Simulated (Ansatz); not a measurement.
# FH₅NSi₂ radical: basis-set convergence

The task here is to estimate one member of a computed series from the others.

Method: one geometry, several basis sets; program: Ansatz 0.2.0, Gaussian basis.

Plan: PBE0-D4/def2-SVP; ωB97M-V/def2-SVP; PBE0-D4/def2-QZVPP; ωB97M-V/def2-QZVPP; the functionals' def2-TZVPP values are taken from earlier runs.

## The relaxed structure

The geometry comes from an earlier relaxation with PBE0-D4 in a triple-zeta def2 set; it is a stationary point, not always the lowest conformer.

SMILES `F[SiH2]N[SiH2]`, 9 atoms, charge 0, spin multiplicity 2.

Atoms are counted from 1 here; the program's logs count them from 0.

Bond lengths: F1–Si2 1.600 Å, Si2–N3 1.712 Å, Si2–H5 1.480 Å, Si2–H6 1.477 Å, N3–Si4 1.736 Å, N3–H7 1.012 Å, Si4–H8 1.490 Å, Si4–H9 1.494 Å. Angles: F1–Si2–N3 112.4°, F1–Si2–H5 106.1°, F1–Si2–H6 106.9°, N3–Si2–H5 109.2°, N3–Si2–H6 108.4°, H5–Si2–H6 113.9°, Si2–N3–Si4 128.4°, Si2–N3–H7 115.7°, Si4–N3–H7 115.2°, N3–Si4–H8 106.6°, N3–Si4–H9 109.5°, H8–Si4–H9 111.0°.

Set-up of the first run:

The input, in.yaml:

```yaml
crystal:
  periodic: [false, false, false]
  atoms:
    - {symbol: F, position_ang: [-1.778175, 1.208947, -1.181829]}
    - {symbol: Si, position_ang: [-0.287961, 1.123636, -0.604871]}
    - {symbol: N, position_ang: [0.241520, -0.491370, -0.402955]}
    - {symbol: Si, position_ang: [0.023590, -1.533607, 0.967896]}
    - {symbol: H, position_ang: [0.576316, 1.799105, -1.598775]}
    - {symbol: H, position_ang: [-0.302819, 1.779799, 0.718849]}
    - {symbol: H, position_ang: [0.600375, -0.942220, -1.234483]}
    - {symbol: H, position_ang: [-0.246273, -0.649994, 2.136234]}
    - {symbol: H, position_ang: [1.261827, -2.340697, 1.182736]}
basis:
  gaussian: {orbitals: def2-SVP}
magnetization: {spin_polarized: true, initial_magnetization: 1}
hamiltonian: {xc: pbe0, dispersion: d4}
output: {orbitals: {seedname: orbitals}}
```

Among the steps run: PBE0-D4 in def2-SVP; ωB97M-V in def2-SVP; PBE0-D4 in def2-QZVPP; ωB97M-V in def2-QZVPP.

One of the session's tables, all rows but one given; the rest of the session is left out.

It belongs to the step «Density functionals: the series». 

| functional | basis | HOMO (eV) | LUMO (eV) |
| --- | --- | --- | --- |
| PBE0-D4 | def2-SVP | -5.74 | -2.09 |
| PBE0-D4 | def2-TZVPP | -5.83 | -2.15 |
| PBE0-D4 | def2-QZVPP | -5.85 | -2.19 |
| ωB97M-V | def2-SVP | -7.49 | -0.41 |
| ωB97M-V | def2-TZVPP | ? | ? |
| ωB97M-V | def2-QZVPP | -7.63 | -0.64 |

Q: Estimate the row for ωB97M-V, def2-TZVPP from the others.

As computed: HOMO (eV): -7.60; LUMO (eV): -0.56. In the column «HOMO (eV)» it lies between ωB97M-V, def2-QZVPP (-7.63) and ωB97M-V, def2-SVP (-7.49).
